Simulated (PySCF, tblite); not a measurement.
# C3H8NSSi radical: geometry, infrared bands and EPR parameters

Wanted: the infrared bands and EPR parameters of C3H8NSSi radical (`[H]/N=[C]/[Si@H](S)CC`), by calculation.

The runs use tblite 0.8.0 and PySCF 2.14.0, with density-fitted response routines of our own; the level of theory stands in each step. All values are computed, except where a source is named. Atoms count from 0, in the outputs and in this text.

**1. The starting structure**

14 atoms, charge 0, multiplicity 2; geometry from: force field or distance geometry start.

Bonds of the start (Å): C0–C1 1.50, C1–Si2 1.86, Si2–S3 2.15, Si2–C4 1.85, C4–N5 1.30, C0–H6 1.12, C0–H7 1.11, C0–H8 1.11, C1–H9 1.11, C1–H10 1.11, Si2–H11 1.47, S3–H12 1.40, N5–H13 1.03.

**2. Geometry optimisation with GFN2-xTB**

What the job is given:

```
{"job": {"kind": "relax", "xc": "GFN2-xTB", "basis": "xTB"}, "charge": 0, "multiplicity": 2}
C     -1.712000    -0.804600     0.102300
C     -1.054200     0.543800     0.004900
Si     0.725800     0.379100    -0.524900
S      1.648200     2.319700    -0.420400
C      1.591900    -0.864400     0.544300
N      2.623000    -1.394600    -0.040100
H     -2.166200    -0.985200     1.105400
H     -2.575100    -0.775800    -0.602500
H     -1.019100    -1.631500    -0.166100
H     -1.150600     1.009700     1.007300
H     -1.568500     1.137000    -0.779000
H      0.712900    -0.009000    -1.939200
H      0.794700     3.164000     0.296000
H      3.148400    -2.088700     0.510100
```

Run with:

```
> OMP_NUM_THREADS=1 python probes_run.py task.json out
```

One launch serves the whole session: the jobs run in the order shown.

**Question.** This job is followed by: GFN2-xTB harmonic vibrations, gas phase; UKS B3LYP, pcH-1 on C H N S Si, non-relativistic, mean-field spin-orbit, GIAO. Predict these results of the whole session: strongest single infrared mode (GFN2-xTB); zero-point energy (GFN2-xTB); g(iso) (B3LYP); ⟨S²⟩; largest a(iso) (averaged by class); surface potential, 1st and 99th percentile.

**Answer**, as computed:

| quantity | value |
| --- | --- |
| strongest single infrared mode (GFN2-xTB) | 2225 cm⁻¹, 199 km/mol |
| zero-point energy (GFN2-xTB) | 63.0 kcal/mol |
| g(iso) (B3LYP) | 2.00108 |
| ⟨S²⟩ | 0.753 (exact 0.75) |
| largest a(iso) (averaged by class) | 1H on H13, 173.3 MHz |
| surface potential, 1st and 99th percentile | -1.04 V and 1.77 V |

In words: Relaxing lowered the energy by 0.846 eV in 114 steps; the close pair that moved most is C4–N5, from 1.298 to 1.220 Å. No mode is imaginary among the 36: a minimum at this level. The strongest single mode, at 2225 cm⁻¹, moves mainly H11. Unscaled tight-binding wavenumbers are off by several per cent, some by more. Its intensities can rank the bands wrongly. C4 carries the largest spin population, 0.62 e. The isotropic g lies 1.2 ppt below the free-electron value.
